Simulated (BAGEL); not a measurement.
# HF/cc-pVTZ (density fitting with qzvpp-jkfit) run of CuCl (SMILES [Cl][Cu])

Aim: the electronic atomisation energy of CuCl at HF/cc-pVTZ (density fitting with qzvpp-jkfit), from 3 runs. 

The results are computed with BAGEL 1.2.2.

13 further runs of the same task are left out: 4 that didn't finish, 9 set aside as unsound or not needed.

## Step 1: The structure to begin with

The species is CuCl (2 atoms), meant as a singlet with charge 0. SMILES: `[Cl][Cu]`. Geometry: relaxed at PBE0-D4/def2-TZVP.

Bond lengths: Cl1–Cu2 2.076 Å.

## Step 2: A single-point energy at HF/cc-pVTZ (density fitting with qzvpp-jkfit)

hf.json reads:

```json
{ "bagel": [

{
  "title": "molecule",
  "basis": "cc-pvtz.json",
  "df_basis": "qzvpp-jkfit",
  "angstrom": true,
  "geometry": [
    { "atom": "Cl", "xyz": [    0.898300,   -0.345200,    0.446400 ] },
    { "atom": "Cu", "xyz": [   -0.868800,    0.285000,   -0.442400 ] }
  ]
},
{ "title": "hf" },
{ "title": "print", "file": "orbitals.molden", "orbitals": true }

]}
```

The basis set cc-pVTZ is read from a file made from the Basis Set Exchange's data (not shown).

Launch:

```
$ BAGEL_NUM_THREADS=1 BAGEL hf.json > hf.out
```

What it wrote:

```text
* using 1 threads per process

  ===============================================================
  ===============================================================

  *** Geometry ***

  { "atom" : "Cl", "xyz" : [      1.697541,     -0.652333,      0.843574 ] },
  { "atom" : "Cu", "xyz" : [     -1.641794,      0.538572,     -0.836015 ] },

  Number of auxiliary basis functions:      392

  Since a DF basis is specified, we compute 2- and 3-index integrals:
    o Being stored without compression. Storage requirement is 0.033 GB

  Number of basis functions:      102
  Number of electrons      :       46

    * METHOD: MOLECULE                             0.23

  *** RHF ***

  === Nuclear Repulsion ===
   125.6670772911

      * DIIS with orbital gradients will be used.

  === RHF iteration (cc-pvtz.json) ===
      0      -2097.94297800          0.04427851           0.06
      1      -2095.41607168          0.10668309           0.06
      2      -2098.53305483          0.00308366           0.06
      3      -2098.54015995          0.00104747           0.06
      4      -2098.54140638          0.00042091           0.06
      5      -2098.54185494          0.00020301           0.06
[... 10 lines of this table left out ...]
     16      -2098.54200930          0.00000002           0.06
     17      -2098.54200930          0.00000001           0.06
    * SCF iteration converged.

    * Permanent dipole moment:
           (    2.160598,    -0.770533,     1.086718) a.u.

    * METHOD: HF                                   1.32

    * METHOD: PRINT                                0.03

  ===============================================================
```

Wall time 1.7 s (1 thread of Arm Neoverse V1, shared host); peak memory 0.11 GiB.

## Step 3: The Cl atom

input.json reads:

```json
{ "bagel": [

{
  "title": "molecule",
  "basis": "cc-pvtz.json",
  "df_basis": "qzvpp-jkfit",
  "angstrom": true,
  "geometry": [
    { "atom": "Cl", "xyz": [       0.000000,       0.000000,       0.000000 ] }
  ]
},

{
  "title": "uhf",
  "nopen": 1
},

{
  "title": "print",
  "file": "orbitals.molden",
  "orbitals": true
}

]}
```

The basis set cc-pVTZ is read from a file made from the Basis Set Exchange's data (not shown).

Launch:

```
$ BAGEL_NUM_THREADS=1 BAGEL input.json > input.out
```

What it wrote:

```text
* using 1 threads per process

  ===============================================================
  ===============================================================

  *** Geometry ***

  { "atom" : "Cl", "xyz" : [      0.000000,      0.000000,      0.000000 ] },

  Number of auxiliary basis functions:      128

  Since a DF basis is specified, we compute 2- and 3-index integrals:
    o Being stored without compression. Storage requirement is 0.001 GB

  Number of basis functions:       34
  Number of electrons      :       17

    * METHOD: MOLECULE                             0.02

  *** Open-shell HF ***

  === Nuclear Repulsion ===
     0.0000000000

      * DIIS with orbital gradients will be used.

  === UHF iteration (cc-pvtz.json) ===
      0       -459.47553432          0.00957732           0.00
      1       -459.48429029          0.00197521           0.00
      2       -459.48526997          0.00061806           0.00
      3       -459.48542193          0.00018150           0.00
      4       -459.48543259          0.00004476           0.00
      5       -459.48543294          0.00000412           0.00
      6       -459.48543294          0.00000050           0.00
      7       -459.48543295          0.00000013           0.00
      8       -459.48543295          0.00000001           0.00
      9       -459.48543295          0.00000000           0.00
    * SCF iteration converged.

    * S^2 (UHF) is 0.7593

    * Permanent dipole moment:
           (   -0.000000,    -0.000000,    -0.000000) a.u.

    * METHOD: UHF                                  0.06

    * METHOD: PRINT                                0.00

  ===============================================================
```

Run time: 0.22 s. Hardware: 1 thread of Arm Neoverse V1, shared host.

## Step 4: The Cu atom

input.json reads:

```json
{ "bagel": [

{
  "title": "molecule",
  "basis": "cc-pvtz.json",
  "df_basis": "qzvpp-jkfit",
  "angstrom": true,
  "geometry": [
    { "atom": "Cu", "xyz": [    0.000000,    0.000000,    0.000000 ] }
  ]
},
{ "title": "uhf", "nopen": 1 },
{ "title": "print", "file": "orbitals.molden", "orbitals": true }

]}
```

The basis set cc-pVTZ is read from a file made from the Basis Set Exchange's data (not shown).

Run the same way, it converges to -1638.96235 Eh (log not shown).

## Step 5: What came out

Level: HF/cc-pVTZ (density fitting with qzvpp-jkfit).

| quantity | value |
| --- | --- |
| molecule: total energy | -2098.54201 Eh |
| molecule: dipole moment | 6.45 D |
| molecule: HOMO energy | -10.53 eV |
| molecule: LUMO energy | -0.31 eV |
| molecule: HOMO–LUMO gap | 10.22 eV |
| Cl atom: total energy | -459.48543 Eh |
| Cl atom: dipole moment | 0.00 D |
| Cl atom: ⟨S²⟩ | 0.759 |
| Cu atom: total energy | -1638.96235 Eh |
| Cu atom: dipole moment | 0.00 D |
| Cu atom: ⟨S²⟩ | 0.752 |
| electronic atomisation energy | 2.564 eV |

What this shows: Taking the molecule apart into free atoms costs 2.56 eV (247 kJ/mol), before zero-point energy and without spin-orbit coupling. Hartree–Fock lacks the correlation of the bonding pairs, which as a rule makes this value much too low; in minimal bases other errors can mask that.
